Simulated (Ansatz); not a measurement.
**CH5FInNO: how energies converge with the basis set**

An exercise on one series of results from a longer session: the logs are not shown, and one member is left open.

Method: one geometry, several basis sets; program: Ansatz 0.2.0, Gaussian basis.

Levels to be run: PBE0-D4/def2-SVP; ωB97M-V/def2-SVP; PBE0-D4/def2-QZVPP; ωB97M-V/def2-QZVPP; the functionals' def2-TZVPP values are taken from earlier runs.

1 further run of the same task is left out (for a known fault of the program).

## The geometry

An earlier PBE0-D4 in a triple-zeta def2 set relaxation fixed the geometry. In takes the def2 core potential; no spin-orbit term is included.

SMILES `C[O][In]([NH2])[F]`, 10 atoms, charge 0, spin multiplicity 1.

Atoms are counted from 1 here; the program's logs count them from 0.

Bond lengths: C1–O2 1.410 Å, C1–H6 1.096 Å, C1–H7 1.097 Å, C1–H8 1.095 Å, O2–In3 1.961 Å, In3–N4 2.001 Å, In3–F5 1.956 Å, N4–H9 1.011 Å, N4–H10 1.011 Å. Angles: O2–C1–H6 113.5°, O2–C1–H7 110.7°, O2–C1–H8 108.6°, H6–C1–H7 107.9°, H6–C1–H8 108.0°, H7–C1–H8 108.0°, C1–O2–In3 121.6°, O2–In3–N4 130.4°, O2–In3–F5 110.9°, N4–In3–F5 118.2°, In3–N4–H9 114.9°, In3–N4–H10 113.5°, H9–N4–H10 108.9°.

Coordinates:

```xyz
10

C    -1.14402    1.26394    1.24323
O    -0.58906   -0.01083    1.00625
In    0.42772   -0.40347   -0.62430
N     1.25432   -2.11214   -1.25623
F     0.37672    1.11104   -1.86162
H    -1.27169    1.86179    0.33373
H    -0.51629    1.83637    1.93693
H    -2.12882    1.13607    1.70545
H     1.62224   -2.70425   -0.52400
H     1.96888   -1.97852   -1.95946
```

The first run:

The input, in.yaml:

```yaml
crystal:
  periodic: [false, false, false]
  atoms:
    - {symbol: C, position_ang: [-1.144023, 1.263941, 1.243234]}
    - {symbol: O, position_ang: [-0.589063, -0.010831, 1.006249]}
    - {symbol: In, position_ang: [0.427721, -0.403475, -0.624302]}
    - {symbol: N, position_ang: [1.254324, -2.112145, -1.256228]}
    - {symbol: F, position_ang: [0.376722, 1.111040, -1.861618]}
    - {symbol: H, position_ang: [-1.271694, 1.861793, 0.333730]}
    - {symbol: H, position_ang: [-0.516295, 1.836365, 1.936927]}
    - {symbol: H, position_ang: [-2.128819, 1.136071, 1.705454]}
    - {symbol: H, position_ang: [1.622244, -2.704249, -0.523998]}
    - {symbol: H, position_ang: [1.968883, -1.978519, -1.959457]}
basis:
  gaussian: {orbitals: def2-SVP}
hamiltonian: {xc: pbe0, dispersion: d4}
output: {orbitals: {seedname: orbitals}}
```

Launch:

```sh
ansatz run in.yaml --threads 2 --pin off --events-out ev --progress --plain --max-ram 22528MiB --backend cpu
```

Among the steps run: PBE0-D4 in def2-SVP; ωB97M-V in def2-SVP; PBE0-D4 in def2-QZVPP; ωB97M-V in def2-QZVPP.

One of the session's tables, all rows but one given; the rest of the session is left out.

It belongs to the step «Functionals by basis». 

| functional | basis | HOMO (eV) | LUMO (eV) |
| --- | --- | --- | --- |
| PBE0-D4 | def2-SVP | -7.45 | -1.53 |
| PBE0-D4 | def2-TZVPP | ? | ? |
| PBE0-D4 | def2-QZVPP | -7.72 | -1.86 |
| ωB97M-V | def2-SVP | -9.81 | 0.41 |
| ωB97M-V | def2-TZVPP | -10.06 | 0.08 |
| ωB97M-V | def2-QZVPP | -10.11 | -0.19 |

Q: Estimate the row for PBE0-D4, def2-TZVPP from the others.

The run gave: HOMO (eV): -7.67; LUMO (eV): -1.75. In the column «HOMO (eV)» it lies between PBE0-D4, def2-QZVPP (-7.72) and PBE0-D4, def2-SVP (-7.45).
